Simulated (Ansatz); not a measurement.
Born–Oppenheimer molecular dynamics of a periodic cell of 16 atoms, Li (start crystal Li, start structure bcc, volume 1.05 times the crystal's). It starts from a structure without forces on its atoms.

Theory: DFT PBE, scalar-relativistic, plane waves, PAW (Ansatz 0.2.0). Settings: cutoff 420 eV, k mesh 2x2x2, fermi-dirac smearing 0.1 eV, no spin polarisation.

```yaml
ensemble: NVT, Langevin thermostat
time_step: 1.5 fs
steps_asked: 200
set_temperature: 900 K
friction: 0.02 /fs
seed: 227151
```

First frame:

```xyz
16
Lattice="7.0944 0.0000 0.0000 0.0000 7.0944 0.0000 0.0000 0.0000 7.0944" Properties=species:S:1:pos:R:3
Li 0.000 0.000 0.000
Li 3.547 0.000 0.000
Li 0.000 3.547 0.000
Li 0.000 0.000 3.547
Li 1.774 1.774 1.774
Li 3.547 3.547 0.000
Li 3.547 0.000 3.547
Li 5.321 1.774 1.774
Li 0.000 3.547 3.547
Li 1.774 5.321 1.774
Li 1.774 1.774 5.321
Li 3.547 3.547 3.547
Li 5.321 5.321 1.774
Li 5.321 1.774 5.321
Li 1.774 5.321 5.321
Li 5.321 5.321 5.321
```

**Question.** What does the run give?

**Answer.** All steps were run.

```
steps done                                               : 200
time covered                                             : 300 fs
mean temperature over the second half                    : 1013 K
spread of the potential energy over the second half      : 18.3 meV per atom
mean potential energy of the second half above the start : 136.6 meV per atom
```

The mean temperature of the second half is 13 % above the set value. A run of 0.3 ps of so small a system gives no equilibrium averages. Limits of this set-up: coarse k mesh.

**Question.** What happens to the structure?

**Answer.** Mean squared displacements from the first frame to the last, about the centre of mass: Li 0.49 Å². Another seed would give other details.

**Question.** How do temperature and energy run in time?

**Answer.** 
| time (fs) | T (K) | potential energy less start (eV) |
| --- | --- | --- |
| 0.0 | 844 | 0.000 |
| 24.0 | 591 | 0.995 |
| 48.0 | 807 | 1.548 |
| 72.0 | 870 | 1.404 |
| 96.0 | 1210 | 1.800 |
| 120.0 | 581 | 2.486 |
| 144.0 | 942 | 2.158 |
| 168.0 | 1156 | 2.000 |
| 192.0 | 829 | 2.527 |
| 216.0 | 1175 | 2.335 |
| 240.0 | 882 | 1.758 |
| 264.0 | 845 | 2.356 |
| 288.0 | 1039 | 2.189 |

Run time: 9.4 min on 1 thread of Arm Neoverse V2, on a shared host, peak memory 0.51 GiB.
